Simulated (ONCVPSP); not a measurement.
**Mo: generating and testing an ONCV potential**

Do these settings give a usable potential? It is generated, then checked for transferability, scattering, ghosts and hardness.

Program: ONCVPSP 4.0.1. Reference atom: PBE, scalar-relativistic, spherical and spin-unpolarised. All values are calculated.

## (1) The design

The settings as typed:

| Quantity | Value |
| --- | --- |
| element | molybdenum (Mo, Z = 42) |
| type | optimised norm-conserving Vanderbilt (ONCV) |
| frozen core | [Ar] 3d10 |
| valence charge | 14 |
| reference configuration | 4s2 4p6 4d3 (charge +3) |
| partial waves | 4s: rc 1.25 bohr, ncon 4, nbas 9, qcut 6.4 1/bohr, 2 projectors, debl 1.5 Ha; 4p: rc 1.15 bohr, ncon 4, nbas 8, qcut 7.3 1/bohr, 2 projectors, debl 3.8 Ha; 4d: rc 1.70 bohr, ncon 4, nbas 8, qcut 6.7 1/bohr, 1 projector; f scattering state at 0.09 Ha: rc 1.75 bohr, ncon 3, nbas 8, qcut 7.4 1/bohr, 2 projectors, debl 2.3 Ha |
| local potential | polynomial inside 1.00 bohr (lpopt 5, dvloc0 0 Ha) |
| core correction | not asked for |

The nodes and maxima of the atom's own shells, from an earlier all-electron run, set the scale for the radii.

All-electron outer shells of the reference configuration (PBE, scalar-relativistic, ld1.x):

| shell | level (eV) | outermost node (bohr) | outermost maximum (bohr) |
| --- | --- | --- | --- |
| 4s | -96.30 | 0.51 | 0.99 |
| 4p | -70.02 | 0.52 | 1.06 |
| 4d | -32.91 | 0.53 | 1.32 |
| 5s | -26.70 | 1.30 | 2.46 |
| 5p | -20.67 | 1.46 | 2.86 |

## (2) The generation run

Contents of Mo.dat:

```
# ATOM AND REFERENCE CONFIGURATION
# atsym  z   nc   nv     iexc    psfile
  Mo 42.00    6    3        4      upf
#
#   n    l    f
    1    0    2.00
    2    0    2.00
    2    1    6.00
    3    0    2.00
    3    1    6.00
    3    2   10.00
    4    0    2.00
    4    1    6.00
    4    2    3.00
#
# PSEUDOPOTENTIAL AND OPTIMIZATION
# lmax
    3
#
#   l,   rc,      ep,       ncon, nbas, qcut
    0    1.25    0.00    4    9    6.40
    1    1.15    0.00    4    8    7.30
    2    1.70    0.00    4    8    6.70
    3    1.75    0.09    3    8    7.40
#
# LOCAL POTENTIAL
# lloc, lpopt,  rc(5),   dvloc0
    4    5    1.00    0.00
#
# VANDERBILT-KLEINMAN-BYLANDER PROJECTORs
# l, nproj, debl
    0    2    1.50
    1    2    3.80
    2    1    3.50
    3    2    2.30
#
# MODEL CORE CHARGE
# icmod, fcfact, rcfact
    0    0.00    0.00
#
# LOG DERIVATIVE ANALYSIS
# epsh1, epsh2, depsh
   -5.00    5.00    0.04
#
# OUTPUT GRID
# rlmax, drl
    6.00    0.01
#
# TEST CONFIGURATIONS
# ncnf
    4
# nvcnf
#   n    l    f
    4
    4    0    2.00
    4    1    6.00
    4    2    5.00
    5    0    1.00
#
    3
    4    0    2.00
    4    1    6.00
    4    2    5.00
#
    3
    4    0    2.00
    4    1    6.00
    4    2    4.00
#
    4
    4    0    2.00
    4    1    6.00
    4    2    5.00
    5    1    1.00
#
```

Run with:

```console
$ oncvpsp.x < Mo.dat > Mo.out
```

Before running it: what results should come out? Wanted: cutoffs for 1 and 0.1 mHa per electron, occupied waves; bound ghosts; GHOST(+) flags; largest test error; largest phase difference near zero energy, channels read; projector energies reset by the program.

**Answer**, as computed:

| quantity | value |
| --- | --- |
| cutoffs for 1 and 0.1 mHa per electron, occupied waves | 51 Ha and 145 Ha |
| bound ghosts | none found |
| GHOST(+) flags | s at 134 eV |
| largest test error (AE − PS) | +9.1 meV, for 4s2 4p6 4d5 5s1 |
| largest phase difference near zero energy, channels read | 0.003 rad |
| projector energies reset by the program | s: -3.539, 0.250 Ha |

What this shows: The worst unpolarised test, 4s2 4p6 4d5 5s1, is off by 9.1 meV on 49.1 eV; by total energies transferability rates as good. The potential is hard: the looser tolerance needs 51 Ha. The tighter tolerance needs 145 Ha, and converged work needs a cutoff nearer that. At the looser tolerance the 4s wave is the slowest; 4p needs 42 Ha. No bound ghost shows below the valence levels. Near zero energy the phases of the channels with partial waves agree within 0.003 rad. The program also flags highly localised states, GHOST(+) (s). These are tests on the free atom; a crystal test is still owed.
